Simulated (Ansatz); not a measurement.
# CH5AsSi (SMILES [SiH2]=C[AsH2]): functionals against CCSD(T) at one geometry

One table from this session's results is given with a row withheld; the runs are named, their logs left out.

Program: Ansatz 0.2.0, Gaussian basis. Level of theory: single points in def2-TZVPP. These are calculated values, not measurements.

Cores are frozen in the correlated methods. Filled d shells of the heavier atoms are correlated.

## The starting structure

8 atoms, charge 0, spin multiplicity 1.

Atoms are counted from 1 here; the program's logs count them from 0.

Bond lengths: Si1–C2 1.778 Å, Si1–H4 1.477 Å, Si1–H5 1.465 Å, C2–As3 1.939 Å, C2–H6 1.084 Å, As3–H7 1.552 Å, As3–H8 1.527 Å. Angles: C2–Si1–H4 123.3°, C2–Si1–H5 123.6°, H4–Si1–H5 113.0°, Si1–C2–As3 127.3°, Si1–C2–H6 119.5°, As3–C2–H6 113.2°, C2–As3–H7 96.5°, C2–As3–H8 97.6°, H7–As3–H8 87.3°.

Geometry (Å):

```xyz
8

Si   -1.1204    0.8184   -0.1698
C     0.6387    0.5573   -0.1705
As    1.5786   -1.1113    0.1312
H    -2.1017   -0.2657    0.0392
H    -1.7474    2.1152   -0.4380
H     1.3021    1.3944   -0.3573
H     0.8801   -1.4670    1.4705
H     0.5751   -2.0347   -0.5555
```

The first run:

Input file run/in.yaml:

```yaml
crystal:
  periodic: [false, false, false]
  atoms:
    - {symbol: Si, position_ang: [-1.120400, 0.818400, -0.169800]}
    - {symbol: C, position_ang: [0.638700, 0.557300, -0.170500]}
    - {symbol: As, position_ang: [1.578600, -1.111300, 0.131200]}
    - {symbol: H, position_ang: [-2.101700, -0.265700, 0.039200]}
    - {symbol: H, position_ang: [-1.747400, 2.115200, -0.438000]}
    - {symbol: H, position_ang: [1.302100, 1.394400, -0.357300]}
    - {symbol: H, position_ang: [0.880100, -1.467000, 1.470500]}
    - {symbol: H, position_ang: [0.575100, -2.034700, -0.555500]}
basis:
  gaussian: {orbitals: def2-TZVPP}
correlation: {method: ccsd_t}
output: {forces: true}
```

The command line of these runs was not kept.

Among the steps run: CCSD(T)/def2-TZVPP; PBE0-D4/def2-TZVPP; wB97M-V/def2-TZVPP; r2SCAN-D4/def2-TZVPP; PBE-D4/def2-TZVPP; B97M-V/def2-TZVPP; wB97X-V/def2-TZVPP.

One table of the session follows, with a row left open; its other results are not shown here.

| method | RMS force component (eV/Å) | angle to CCSD(T) forces (°) | dipole (D) |
| --- | --- | --- | --- |
| CCSD(T) | 0.543 | reference | 1.54 |
| PBE0-D4 | 0.670 | 11.0 | 1.71 |
| wB97M-V | ? | ? | ? |
| r2SCAN-D4 | 0.625 | 9.4 | 1.59 |
| PBE-D4 | 0.586 | 19.7 | 1.43 |
| B97M-V | 0.644 | 11.9 | 1.45 |
| wB97X-V | 0.750 | 8.9 | 1.98 |

**Question.** Estimate the row for wB97M-V.

The run gave: RMS force component (eV/Å): 0.728; angle to CCSD(T) forces (°): 8.3; dipole (D): 1.81. In the column «RMS force component (eV/Å)» it lies between PBE0-D4 (0.670) and wB97X-V (0.750).
